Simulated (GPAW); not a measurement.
# AgRh (P-6m2) in GPAW: reference runs

How does AgRh come out in PBEsol? The cell is run as given and disturbed.

All numbers are computed with GPAW 26.7.0; they aren't measurements. Logs are shortened: lines on timing, memory, paths and dates and some standing lists are left out, and cuts for length are marked. The log counts tension as positive stress, the text compression.

## 1. The structure

Symmetry: P-6m2, No. 187, hexagonal system. Conventional cell: a = 2.778 Å, b = 2.778 Å, c = 4.809 Å, α = 90.00°, β = 90.00°, γ = 120.00°. Ag (site symmetry -6m2) is surrounded by 6 Ag at 2.78 Å and 6 Rh at 2.89 Å. Rh (site symmetry -6m2) has 6 Rh at 2.78 Å and 6 Ag at 2.89 Å as nearest neighbours.

The cell comes from a database or a generator and needn't be the stable form of this composition.

## 2. Single point, PBEsol

run.py

```python
from ase import Atoms
from ase.dft.bandgap import bandgap
from ase.io import write
from ase.units import Bohr, GPa
from gpaw import GPAW, PW, setup_paths
from gpaw.elf import elf_from_dft_calculation

setup_paths.insert(0, '.')

atoms = Atoms(['Ag', 'Rh'],
              cell=[[2.7775881998, 0.0, 0.0],
                    [-1.3887940999, 2.4054619423, 0.0],
                    [0.0, 0.0, 4.808602]],
              scaled_positions=[[0.0, 0.0, 0.5],
                                [0.6666666667, 0.3333333333, 0.0]],
              pbc=True)

calc = GPAW(mode=PW(600),
            xc='PBEsol',
            kpts={'size': (11, 11, 6), 'gamma': True},
            occupations={'name': 'fermi-dirac', 'width': 0.05},
            nbands=29,
            convergence={'density': 1e-05, 'energy': 1e-05},
            maxiter=150,
            txt='gpaw.txt')
atoms.calc = calc
energy = atoms.get_potential_energy()
forces = atoms.get_forces()
stress = atoms.get_stress()
calc.write('gs.gpw')
write('result.traj', atoms)
print(f'Energy: {energy:.6f} eV')
print('Forces (eV/A):')
print(forces.round(4))
print('Stress (GPa):', (stress / GPa).round(3))
print('Fermi level:', round(calc.get_fermi_level(), 4), 'eV')
print(f'Gap: {bandgap(calc)[0]:.4f} eV, direct: {bandgap(calc, direct=True)[0]:.4f} eV')

# fields on the real-space grid
write('density.cube', atoms, data=calc.get_pseudo_density() * Bohr**3)
write('potential.cube', atoms, data=calc.get_electrostatic_potential())
write('elf.cube', atoms, data=elf_from_dft_calculation(calc).data)
```

Potentials or basis: PAW data sets generated in the run's folder for this functional, pw.

The run is started by

```
> gpaw-setup -f PBEsol Ag Rh
> OMP_NUM_THREADS=1 python run.py
```

gpaw.txt:

```text
__  _  _
 | _ |_)|_||  |
 |__||  | ||/\| - 26.7.0

Input parameters:
  mode=PW(ecut=600.0),
  convergence={'density': 1e-05, 'energy': 1e-05},
  kpts=MonkhorstPack(size=(11, 11, 6), gamma=True),
  maxiter=150,
  nbands=29,
  occupations=Occupations(name='fermi-dirac', width=0.05),
  xc=XC(name='PBEsol')

Diagonalizing LCAO Hamiltonian
Converting LCAO to pw mode

       Ag

           Rh

Atoms  # Å, Bohr magnetons
|   | symbol |        x |        y |        z |    initial magnetic moments |
|---|--------|----------|----------|----------|-----------------------------|
| 0 |     Ag | 0.000000 | 0.000000 | 2.404301 | ( 0.0000,  0.0000,  0.0000) |
| 1 |     Rh | 1.388794 | 0.801821 | 0.000000 | ( 0.0000,  0.0000,  0.0000) |

Unit cell  # Å
| periodic |         x |        y |        z |  lengths |     angles |
|----------|-----------|----------|----------|----------|------------|
|      yes |  2.777588 | 0.000000 | 0.000000 | 2.777588 |  90.000000 |
|      yes | -1.388794 | 2.405462 | 0.000000 | 2.777588 |  90.000000 |
|      yes |  0.000000 | 0.000000 | 4.808602 | 4.808602 | 120.000000 |

Number of symmetries: 12
Symmetry operations  # r_c * U_cc + t_c -> r_c
|    | kind |            matrix            |
|----|------|------------------------------|
|  0 |  σ   |  1, 1, 0,  0,-1, 0,  0, 0, 1 |
|  1 |  C2  |  1, 1, 0,  0,-1, 0,  0, 0,-1 |
|  2 |  E   |  1, 0, 0,  0, 1, 0,  0, 0, 1 |
|  3 |  σ   |  1, 0, 0,  0, 1, 0,  0, 0,-1 |
|  4 |  C3  |  0, 1, 0, -1,-1, 0,  0, 0, 1 |
|  5 |  S3  |  0, 1, 0, -1,-1, 0,  0, 0,-1 |
|  6 |  σ   |  0,-1, 0, -1, 0, 0,  0, 0, 1 |
|  7 |  C2  |  0,-1, 0, -1, 0, 0,  0, 0,-1 |
|  8 |  σ   | -1, 0, 0,  1, 1, 0,  0, 0, 1 |
|  9 |  C2  | -1, 0, 0,  1, 1, 0,  0, 0,-1 |
| 10 |  C3  | -1,-1, 0,  1, 0, 0,  0, 0, 1 |
| 11 |  S3  | -1,-1, 0,  1, 0, 0,  0, 0,-1 |

BZ-sampling:
  Number of BZ points: 726
  Number of IBZ points: 64

  Monkhorst-Pack size: [11, 11, 6]
  Monkhorst-Pack shift: [0.0, 0.0, 0.08333333333333333]

K-points  # in reciprocal-cell coordinates
|     |                                coordinates |     weight |
|-----|--------------------------------------------|------------|
|   0 | (  0.00000000,   0.00000000,   0.00000000) | 0.00137741 |
|   1 | (  0.00000000,   0.00000000,   0.16666667) | 0.00275482 |
|   2 | (  0.00000000,   0.00000000,   0.33333333) | 0.00275482 |
|   3 | (  0.00000000,   0.00000000,   0.50000000) | 0.00137741 |
|   4 | (  0.09090909,   0.00000000,   0.00000000) | 0.00826446 |
|   5 | (  0.09090909,   0.00000000,   0.16666667) | 0.01652893 |
|   6 | (  0.09090909,   0.00000000,   0.33333333) | 0.01652893 |
|   7 | (  0.09090909,   0.00000000,   0.50000000) | 0.00826446 |
|   8 | (  0.18181818,  -0.09090909,   0.00000000) | 0.00826446 |
|   9 | (  0.18181818,  -0.09090909,   0.16666667) | 0.01652893 |
| ... |                                            |            |
|  63 | (  0.45454545,   0.45454545,   0.50000000) | 0.00826446 |

Plane wave coefficients: 1099
Cutoff: 600.0 eV

Spin-components: 1 (collinear spins)
Bands:           29
Projectors:      12
Spin-degeneracy: 2
Datatype:        complex128

Parallelization:
  kpt:    1
  domain: 1
  band:   1

Density:
  Valence electrons: 32.0
  Components: 1
  Grid points: [16 16 28]
  Charge: 0.0  # |e|

Potential:
  Grid points: [16 16 28]

species:
  Ag:
    name:    Silver
    Z:       47.0
    valence: 17
    core:    30
    charge:  0.0  # [|e|]
    compensation charges:
      type: gauss
      rc: 0.40  # [Å]
      lmax: 2
    cutoffs:
      filter: 2.35  # [Å]
      core: 2.19  # [Å]
    projectors
    | kind |    occ | energy [eV] | rcut [Å] |
    |------|--------|-------------|----------|
    |   5s |  1.000 |      -4.417 |    1.286 |
    |   4p |  6.000 |     -58.524 |    1.328 |
    |   5p |  0.000 |      -0.670 |    1.328 |
    |   4d | 10.000 |      -7.455 |    1.180 |
    |    s |        |      22.795 |    1.286 |
    |    d |        |      19.756 |    1.180 |

    Using partial waves for Ag as LCAO basis

  Rh:
    name:    Rhodium
    Z:       45.0
    valence: 15
    core:    30
    charge:  0.0  # [|e|]
    compensation charges:
      type: gauss
      rc: 0.38  # [Å]
      lmax: 2
    cutoffs:
      filter: 2.48  # [Å]
      core: 2.35  # [Å]
    projectors
    | kind |    occ | energy [eV] | rcut [Å] |
    |------|--------|-------------|----------|
    |   5s |  1.000 |      -4.322 |    1.270 |
    |   4p |  6.000 |     -50.387 |    1.381 |
    |   5p |  0.000 |      -0.797 |    1.381 |
    |   4d |  8.000 |      -5.955 |    1.244 |
    |    s |        |      22.889 |    1.270 |
    |    d |        |      21.257 |    1.244 |

    Using partial waves for Rh as LCAO basis

Reference energy: -274598.629023  # eV

eigensolver:
  PPCG
  Converge bands: occupied
  niter=2

density mixing:
  MSR1-Mixer
  Pratt-step length: 0.05
  Maximum mixing coefficient: 0.75
  Old densities: 10
  SVD Regularization: 0.005
  Good broyden scale: 1.0
  Trust region scale: 1.0
  Backstep threshold: 4.0
  History deletion threshold: 6.0
  Fourier metric: weight=20.0, sigma=0.015

occupation numbers:
  Fermi-Dirac:
    width: 0.0500  # eV

poisson solver:
  ecut: 4800.0  # eV

xc functional:
  name: PBEsol with 2 nearest neighbor stencil

convergence criteria:
- Maximum integral of absolute [dens]ity change: 1e-05 electrons / valence electron
- Maximum [total energy] change in last 3 cyles: 1e-05 eV / valence electron
- Maximum integral of absolute [eigenst]ate change: 4e-08 eV^2 / valence electron
maximum number of iterations: 150

SCF iterations
|iter     | |      energy | eigst |  dens |
|---------|-|-------------|-------|-------|
|iter:   1| |  -11.918185 | -0.14 |       |
|iter:   2| |  -11.680788 | -2.88 | -1.20 |
|iter:   3| |  -11.241003 | -2.18 | -1.26 |
|iter:   4| |  -11.029503 | -3.11 | -1.64 |
|iter:   5| |  -11.021318 | -3.87 | -2.09 |
|iter:   6| |  -11.019645 | -4.04 | -2.45 |
|iter:   7| |  -11.019625 | -5.16 | -3.02 |
|iter:   8| |  -11.019626c| -6.84 | -3.95 |
|iter:   9| |  -11.019627c| -7.72c| -4.48 |
|iter:  10| |  -11.019628c| -7.63c| -4.97 |
|iter:  11| |  -11.019628c| -8.56c| -5.69c|

Converged in 11 steps
Energy contributions relative to reference atoms: (reference = -274598.629023)

Energy contributions:
  Kinetic:         -12.899571
  Coulomb:           8.390985
  Zero:              0.069306
  External:          0.000000
  Xc:               -6.567473
  Entropy:          -0.025749
  Spinorbit:         0.000000
  ----------------------------
  Free energy:     -11.032503
  Extrapolated:    -11.019628

dipole moment: (-1.410729, -9.255482, -14.459237)  # |e|*Ang

Fermi level: 8.530
Eigenvalues  # (at kpt = [0.000, 0.000, 0.000])
| band index |      eig [eV] | occ [0-2] |
|------------|---------------|-----------|
|          0 |       -46.393 |     2.000 |
|        ... |               |           |
|          7 |         2.825 |     2.000 |
|          8 |         4.325 |     2.000 |
|          9 |         4.325 |     2.000 |
|         10 |         5.314 |     2.000 |
|         11 |         5.508 |     2.000 |
|         12 |         5.508 |     2.000 |
[... 8 lines left out ...]
|         21 |        27.557 |     0.000 |
|         22 |        30.164 |     0.000 |
|        ... |               |           |
|         28 |        33.384 |     0.000 |

No gap
No difference between direct/indirect transitions

Forces  # eV/Ang
|        x |       y |       z |
|----------|---------|---------|
| -0.00000 | 0.00000 | 0.00000 |  # Ag   0
|  0.00000 | 0.00000 | 0.00000 |  # Rh   1

Stress tensor  # eV/Ang^3
|        x |        y |        z |
|----------|----------|----------|
| 0.060323 | 0.000000 | 0.000000 |
| 0.000000 | 0.060323 | 0.000000 |
| 0.000000 | 0.000000 | 0.061801 |

# Writing to gs.gpw (mode='')
```

Run time: 44 s. Hardware: 1 thread of Arm Neoverse V1, shared host; peak memory 0.18 GiB.

Results:

```yaml
Free_energy: -11.0325 eV
Pressure: -9.7 GPa
Band_gap_on_the_k_mesh: none (metal or under the smearing width)
```

Levels at points of the mesh, in eV from the Fermi level:
```tsv
k point	band 14	band 15	band 16	band 17	band 18	band 19
(0.00, 0.00, 0.00)	-1.78	-1.78	0.12	0.14	0.14	5.33
(0.00, 0.00, 0.50)	-2.47	-1.58	-1.58	0.10	0.10	11.58
```

## 3. Single point, PBEsol (atoms moved at random, drawn with an rms of 0.05 Å)

run.py: that of step 2 with these lines changed.

```diff
@@ -3,5 +3,4 @@
 from ase.io import write
-from ase.units import Bohr, GPa
+from ase.units import GPa
 from gpaw import GPAW, PW, setup_paths
-from gpaw.elf import elf_from_dft_calculation
 
@@ -13,4 +12,4 @@
                     [0.0, 0.0, 4.808602]],
-              scaled_positions=[[0.0, 0.0, 0.5],
-                                [0.6666666667, 0.3333333333, 0.0]],
+              scaled_positions=[[-0.027288, -0.004797, 0.503449],
+                                [0.671329, 0.314522, -0.008859]],
               pbc=True)
@@ -37,6 +36 @@
 print(f'Gap: {bandgap(calc)[0]:.4f} eV, direct: {bandgap(calc, direct=True)[0]:.4f} eV')
-
-# fields on the real-space grid
-write('density.cube', atoms, data=calc.get_pseudo_density() * Bohr**3)
-write('potential.cube', atoms, data=calc.get_electrostatic_potential())
-write('elf.cube', atoms, data=elf_from_dft_calculation(calc).data)
```

Potentials or basis: PAW data sets generated in the run's folder for this functional, pw.

The run is started by

```
> gpaw-setup -f PBEsol Ag Rh
> OMP_NUM_THREADS=1 python run.py
```

Wall time 3.5 min (1 thread of Arm Neoverse V1, shared host); peak memory 0.4 GiB.

The run converged. Its results:

```
Free energy            : -11.0156 eV
Pressure               : -9.3 GPa
Largest force          : 0.391 eV/Å
Band gap on the k mesh : none (metal or under the smearing width)
```

Forces in eV/Å, atoms in the order of the input:
```
Ag   0.101 -0.043 -0.375
Rh  -0.101  0.043  0.375
```

Stress tensor (GPa, compression positive):
```
-9.29 -0.51 -0.31
-0.51 -9.64  0.13
-0.31  0.13 -9.12
```

Levels at points of the mesh, in eV from the Fermi level:
| k point | band 12 | band 13 | band 14 | band 15 | band 16 | band 17 | band 18 | band 19 | band 20 | band 21 |
| --- | --- | --- | --- | --- | --- | --- | --- | --- | --- | --- |
| (0.00, 0.00, 0.00) | -3.09 | -2.98 | -1.79 | -1.77 | 0.10 | 0.12 | 0.18 | 5.32 | 16.79 | 17.46 |
| (0.00, 0.00, 0.50) | -3.13 | -3.12 | -2.45 | -1.62 | -1.56 | 0.06 | 0.13 | 11.41 | 12.67 | 17.04 |
